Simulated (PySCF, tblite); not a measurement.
# C₇H₁₀OSSi: geometry, infrared bands and NMR shifts

Wanted: the infrared bands and NMR shifts of C₇H₁₀OSSi (`C[Si@@](O)(S)c1ccccc1`), by calculation.

Computed with tblite 0.8.0 and PySCF 2.14.0, with density-fitted response routines of our own, on a single molecule in the gas phase. Atoms count from 0, in the outputs and in this text.

**1. The molecule as given**

20 atoms, charge 0, multiplicity 1; geometry from: force field or distance geometry start.

Bonds of the start (Å): C0–Si1 1.84, Si1–O2 1.64, Si1–S3 2.14, Si1–C4 1.88, C4–C5 1.41, C5–C6 1.40, C6–C7 1.40, C7–C8 1.39, C8–C9 1.41, C9–C4 1.40, C0–H10 1.11, C0–H11 1.09, C0–H12 1.09, O2–H13 0.98, S3–H14 1.34, C5–H15 1.08, C6–H16 1.08, C7–H17 1.08, C8–H18 1.09, C9–H19 1.09.

**2. Relaxing the molecule with GFN2-xTB**

Job settings and geometry (Å):

```
{"job": {"kind": "relax", "xc": "GFN2-xTB", "basis": "xTB"}, "charge": 0, "multiplicity": 1}
C     -2.727400    -0.466100     0.611100
Si    -1.490700     0.752700    -0.009000
O     -1.847700     1.386800    -1.481600
S     -1.413600     2.429500     1.324800
C      0.237700     0.016000    -0.095100
C      0.921500    -0.051100    -1.330900
C      2.210900    -0.594600    -1.405600
C      2.835200    -1.081200    -0.250100
C      2.171300    -1.030800     0.969700
C      0.878100    -0.482400     1.050600
H     -3.735400    -0.015300     0.665400
H     -2.487300    -0.836100     1.612600
H     -2.808100    -1.328500    -0.043300
H     -2.554100     2.059900    -1.483100
H     -0.265400     2.930800     0.863000
H      0.467200     0.325300    -2.232200
H      2.726900    -0.637800    -2.354500
H      3.826300    -1.515800    -0.313100
H      2.648800    -1.403300     1.871700
H      0.400600    -0.447000     2.026600
```

Launch:

```bash
$ OMP_NUM_THREADS=1 python probes_run.py task.json out
```

The driver reads the jobs from task.json and runs them one after another.

What it wrote:

```text
step      E/eV     max force
  0    -793.64577    1.576
  1    -793.73061    0.480
  2    -793.74959    0.302
  3    -793.76190    0.217
  4    -793.76488    0.157
  5    -793.76770    0.149
  6    -793.77106    0.190
  7    -793.77400    0.177
  8    -793.77613    0.107
  9    -793.77797    0.103
 10    -793.77987    0.112
 11    -793.78166    0.128
 12    -793.78324    0.101
 13    -793.78476    0.083
 14    -793.78615    0.094
 15    -793.78709    0.071
 16    -793.78759    0.048
 17    -793.78794    0.048
 18    -793.78844    0.068
 19    -793.78918    0.083
 20    -793.78999    0.076
 21    -793.79064    0.057
 22    -793.79123    0.068
 23    -793.79188    0.076
 24    -793.79256    0.069
 25    -793.79308    0.045
 26    -793.79337    0.037
 27    -793.79357    0.039
 28    -793.79382    0.047
 29    -793.79413    0.042
 30    -793.79440    0.035
 31    -793.79459    0.023
 32    -793.79472    0.031
 33    -793.79485    0.043
 34    -793.79501    0.043
 35    -793.79521    0.034
 36    -793.79538    0.032
 37    -793.79558    0.035
 38    -793.79575    0.033
 39    -793.79587    0.033
 40    -793.79597    0.024
 41    -793.79605    0.022
 42    -793.79614    0.034
 43    -793.79624    0.036
 44    -793.79633    0.021
 45    -793.79638    0.016
 46    -793.79641    0.014
 47    -793.79644    0.018
 48    -793.79647    0.020
 49    -793.79651    0.013
 50    -793.79655    0.014
 51    -793.79658    0.016
 52    -793.79664    0.022
 53    -793.79671    0.022
 54    -793.79677    0.016
 55    -793.79683    0.015
 56    -793.79687    0.015
 57    -793.79691    0.017
 58    -793.79694    0.015
 59    -793.79697    0.012
 60    -793.79700    0.009
```

Run time: 0.98 s. Hardware: 1 thread of Arm Neoverse N1, shared host; peak memory 0.18 GiB.

Step by step: (not every step is listed)

```csv
step,energy from step 0 (eV),largest force (eV/Å)
0,0.0000,1.5755
1,-0.0848,0.4795
2,-0.1038,0.3023
3,-0.1161,0.2165
4,-0.1191,0.1572
5,-0.1219,0.1492
6,-0.1253,0.1902
7,-0.1282,0.1770
8,-0.1304,0.1070
12,-0.1375,0.1014
16,-0.1418,0.0475
20,-0.1442,0.0759
24,-0.1468,0.0689
28,-0.1481,0.0466
32,-0.1490,0.0308
36,-0.1496,0.0324
40,-0.1502,0.0239
44,-0.1506,0.0215
48,-0.1507,0.0199
52,-0.1509,0.0221
55,-0.1511,0.0153
56,-0.1511,0.0151
57,-0.1511,0.0168
58,-0.1512,0.0149
59,-0.1512,0.0116
60,-0.1512,0.0094
```

Distances of close pairs at the start and the end, largest changes first:

```csv
bond,before (Å),after (Å),change (Å)
C0–Si1,1.844,1.896,+0.052
Si1–S3,2.144,2.180,+0.036
C8–C9,1.407,1.383,-0.024
C4–C5,1.414,1.391,-0.023
O2–H13,0.976,0.955,-0.021
C0–H10,1.106,1.087,-0.019
C5–C6,1.401,1.383,-0.018
C6–C7,1.401,1.385,-0.016
```

The final coordinates are the input of the step that follows.

**3. Infrared spectrum with GFN2-xTB**

Job settings and geometry (Å):

```
{"job": {"kind": "ir", "xc": "GFN2-xTB", "basis": "xTB"}, "charge": 0, "multiplicity": 1}
C     -2.776145    -0.437946     0.621518
Si    -1.439371     0.766117     0.024487
O     -1.735605     1.369887    -1.461467
S     -1.450635     2.390890     1.477516
C      0.286258     0.022439    -0.100130
C      0.948183    -0.054558    -1.321096
C      2.211940    -0.609071    -1.409527
C      2.834961    -1.100336    -0.274702
C      2.189901    -1.029167     0.948726
C      0.927599    -0.471527     1.032695
H     -3.738197     0.059712     0.708055
H     -2.534198    -0.845588     1.597110
H     -2.887276    -1.268328    -0.068944
H     -2.526857     1.867259    -1.655660
H     -0.417265     3.036197     0.960794
H      0.462377     0.328505    -2.204888
H      2.713355    -0.658141    -2.365505
H      3.820363    -1.538059    -0.342409
H      2.672527    -1.406641     1.838726
H      0.432937    -0.410963     1.991666
```

What it wrote:

```text
mode    cm-1     km/mol
  1      16.5      0.25
  2      64.2      0.28
  3      84.3      2.53
  4     102.1      2.11
  5     122.1     28.34
  6     146.6      2.03
  7     168.0     11.89
  8     197.5     19.38
  9     224.9      0.58
 10     268.3     60.97
 11     275.2     81.88
 12     358.0      0.03
 13     369.5     24.16
 14     433.4     12.27
 15     484.4    100.73
 16     589.2      0.05
 17     662.1      5.61
 18     678.4     11.33
 19     685.2     18.09
 20     734.8     25.52
 21     746.6     92.78
 22     781.7    111.60
 23     821.0     56.87
 24     839.2    219.05
 25     881.6      0.11
 26     897.5    193.36
 27     906.5      0.53
 28     931.1      0.06
 29     934.7      0.03
 30     979.7      2.78
 31    1085.7      0.80
 32    1122.1      0.82
 33    1155.5     39.46
 34    1182.8      0.00
 35    1206.9      2.38
 36    1287.1      1.00
 37    1314.5      0.16
 38    1377.2     23.24
 39    1422.3      3.86
 40    1465.7      6.49
 41    1475.1      1.31
 42    1480.0      0.33
 43    1578.6      1.07
 44    1596.2      3.48
 45    2475.2    110.05
 46    3035.0     25.55
 47    3044.7     22.52
 48    3060.4     12.20
 49    3067.5      8.78
 50    3070.6      4.00
 51    3077.9     80.53
 52    3087.2     74.33
 53    3100.1     26.51
 54    3647.8     26.83
```

Wall time 1.8 s (1 thread of Arm Neoverse N1, shared host); peak memory 0.18 GiB.

Which atoms move in the most intense modes:

```csv
cm⁻¹,km/mol,atoms
275,81.9,"H13 45 %, O2 21 %"
484,100.7,"Si1 49 %, S3 28 %"
747,92.8,"H13 21 %, C0 20 %, Si1 18 %, O2 15 %"
782,111.6,"H13 47 %, H11 13 %, C0 10 %, H10 10 %"
839,219.1,"H10 34 %, H12 17 %, C0 14 %, Si1 12 %"
898,193.4,"Si1 42 %, O2 39 %"
2475,110.0,H14 97 %
3078,80.5,"H18 28 %, H16 25 %, H19 24 %, H17 14 %"
```

**4. Nuclear shieldings: PBE0/pcSseg-1**

Settings changed since step 3:

```diff
@@ -1,2 +1,2 @@
-{"job": {"kind": "ir", "xc": "GFN2-xTB", "basis": "xTB"}, "charge": 0, "multiplicity": 1}
+{"job": {"kind": "nmr", "xc": "PBE0", "basis": "pcSseg-1"}, "charge": 0, "multiplicity": 1}
 C     -2.776145    -0.437946     0.621518
```

Level: GIAO PBE0/pcSseg-1 NMR shielding, non-relativistic, gas phase.

What it wrote:

```text
coarse grid: 18136 points
cycle   1  E = -1034.8339302711  dE =  1.515e+00  |g| = 8.031e-01  |ddm| = 4.376e+00
cycle   2  E = -1034.7379337400  dE =  9.600e-02  |g| = 1.096e+00  |ddm| = 1.616e+00
cycle   3  E = -1034.9628356686  dE = -2.249e-01  |g| = 1.347e-01  |ddm| = 1.007e+00
cycle   4  E = -1034.9666870378  dE = -3.851e-03  |g| = 3.640e-02  |ddm| = 1.604e-01
cycle   5  E = -1034.9669537135  dE = -2.667e-04  |g| = 1.177e-02  |ddm| = 4.206e-02
cycle   6  E = -1034.9669837662  dE = -3.005e-05  |g| = 5.586e-03  |ddm| = 1.779e-02
cycle   7  E = -1034.9669922231  dE = -8.457e-06  |g| = 1.164e-03  |ddm| = 6.427e-03
final grid: 167056 points
cycle   8  E = -1035.0369865260  dE = -3.381e-05  |g| = 1.059e-02  |ddm| = 5.135e-02
cycle   9  E = -1035.0369731290  dE =  1.340e-05  |g| = 1.322e-02  |ddm| = 2.371e-02
cycle  10  E = -1035.0370135562  dE = -4.043e-05  |g| = 1.433e-03  |ddm| = 1.281e-02
cycle  11  E = -1035.0370139740  dE = -4.178e-07  |g| = 2.778e-04  |ddm| = 1.401e-03
cycle  12  E = -1035.0370139895  dE = -1.553e-08  |g| = 1.138e-04  |ddm| = 3.445e-04
cycle  13  E = -1035.0370139927  dE = -3.125e-09  |g| = 4.049e-05  |ddm| = 1.527e-04
cycle  14  E = -1035.0370139931  dE = -4.102e-10  |g| = 4.342e-06  |ddm| = 4.368e-05
converged SCF energy = -1035.0370139931

GIAO shielding tensors (ppm)
atom      isotropic    diamagn.    paramagn.     s11        s22        s33       span
  0 C      183.535     255.381     -71.846    175.567    180.108    194.930     19.362
  1 Si     343.173     880.568    -537.394    310.416    335.374    383.730     73.313
  2 O      275.246     388.594    -113.348    257.920    270.569    297.248     39.328
  3 S      673.171    1058.556    -385.386    574.223    635.133    810.155    235.932
  4 C       45.235     262.704    -217.469    -43.951     -1.846    181.502    225.453
  5 C       47.767     251.563    -203.796    -67.332     29.306    181.326    248.658
  6 C       54.263     254.171    -199.909    -56.885     41.220    178.454    235.339
  7 C       51.062     254.896    -203.834    -60.059     34.651    178.595    238.653
  8 C       53.824     253.996    -200.172    -58.358     41.234    178.596    236.954
  9 C       46.623     254.259    -207.636    -69.713     30.342    179.241    248.955
 10 H       31.184      28.338       2.846     26.985     28.712     37.855     10.870
 11 H       31.166      32.035      -0.869     26.476     29.397     37.625     11.149
 12 H       31.345      31.444      -0.099     27.031     28.766     38.239     11.208
 13 H       29.675      30.565      -0.890     21.701     24.831     42.492     20.791
 14 H       31.065      31.989      -0.924     24.075     28.190     40.931     16.855
 15 H       23.565      33.188      -9.624     18.490     22.077     30.128     11.638
 16 H       24.072      30.262      -6.191     20.442     24.603     27.171      6.729
 17 H       24.046      29.293      -5.247     20.667     24.735     26.736      6.069
 18 H       24.042      30.637      -6.595     20.411     24.373     27.343      6.931
 19 H       23.912      34.158     -10.246     19.698     21.802     30.238     10.541
```

Wall time 94 s (1 thread of Arm Neoverse N1, shared host); peak memory 0.99 GiB.

Shifts follow as δ = σ(reference) − σ, with reference shieldings (ppm) from runs at the same level and on the same kind of geometry: 1H TMS 31.72, 13C TMS 186.9, 29Si TMS 349.2, 17O H2O 336.1, 33S CS2 504. The references are single molecules in the gas phase, so shifts against H2O, NH3, PH3, H3PO4 or CFCl3 are not on the usual liquid scales and can be off by tens of ppm. Atoms listed in one row are averaged.

```csv
atoms,environment,σ (ppm),δ (ppm),δ scaled to CDCl3
C4,substituted aromatic carbon,45.2,141.7,136.4
"C5, C9",aromatic CH,47.2,139.7,134.5
C7,aromatic CH,51.1,135.9,130.7
"C6, C8",aromatic CH,54.0,132.9,127.8
C0,methyl carbon bonded to Si,183.5,3.4,1.4
"H15, H19",hydrogen on an aromatic CH,23.74,7.98,7.63
H17,hydrogen on an aromatic CH,24.05,7.67,7.34
"H16, H18",hydrogen on an aromatic CH,24.06,7.66,7.33
H13,hydrogen on an oxygen bonded to Si,29.67,2.04,–
H14,hydrogen on a sulfur bonded to Si,31.07,0.65,–
"H10, H11, H12",hydrogen on a methyl carbon bonded to Si,31.23,0.49,0.56
Si1,"silicon bonded to 2 C, O, S",343.2,6.0,–
O2,"oxygen bonded to Si, H",275.2,60.8,–
S3,"sulfur bonded to Si, H",673,-169,–
```

The scaled column applies a straight-line fit of computed shieldings to shifts measured in CDCl3, with any fitted terms for Cl, Br or S neighbours (root-mean-square error 0.16 ppm for H, 1.9 ppm for C).

Charges from the same density, by scheme (e):

```csv
atoms,Mulliken,IAO,Hirshfeld,ESP fit
C0,-0.63,-0.74,-0.22,-0.38
Si1,1.05,1.18,0.42,0.65
O2,-0.54,-0.79,-0.30,-0.72
S3,-0.42,-0.37,-0.17,-0.46
C4,-0.41,-0.30,-0.10,0.03
"C5, C9",-0.06,-0.14,-0.05,-0.22
"C6, C8",-0.07,-0.15,-0.05,-0.10
C7,-0.08,-0.14,-0.04,-0.17
```

Mayer bond orders: C0–Si1 0.96, Si1–O2 1.07, Si1–S3 1.01, Si1–C4 0.83, C4–C5 1.43, C5–C6 1.43, C6–C7 1.43, C7–C8 1.42, C8–C9 1.46, C9–C4 1.41.

Ring of atoms C4, C5, C6, C7, C8, C9: NICS(0) -8.1, NICS(1) -11.4, NICS(1)zz -28.7 ppm (means of both faces).

**5. Summary of results**

```
                                                               quantity                                   value
                              strongest single infrared mode (GFN2-xTB)                    839 cm⁻¹, 219 km/mol
                                           zero-point energy (GFN2-xTB)                           92.6 kcal/mol
13C shifts against TMS (PBE0/pcSseg-1, means over atoms taken as alike)     141.7, 139.7, 135.9, 132.9, 3.4 ppm
 1H shifts against TMS (PBE0/pcSseg-1, means over atoms taken as alike)  7.98, 7.67, 7.66, 2.04, 0.65, 0.49 ppm
                                29Si shifts against TMS (PBE0/pcSseg-1)                                 6.0 ppm
                                 17O shifts against H2O (PBE0/pcSseg-1)                                60.8 ppm
                                 33S shifts against CS2 (PBE0/pcSseg-1)                                -169 ppm
```

What this shows: The optimisation took 60 steps and gained 0.151 eV; among the close pairs (by a distance rule), C0–Si1 changed most, from 1.844 to 1.896 Å. All 54 modes are real, so the xTB geometry is a minimum. The strongest single mode, at 839 cm⁻¹, is spread over several atoms, H10, H12, C0, Si1 among them. GFN2-xTB is a fitted tight-binding method: band positions and strengths are rough. Its intensities can rank the bands wrongly. NICS(1)zz of -29 ppm above the planar ring from C4 marks a diatropic (aromatic) ring current.
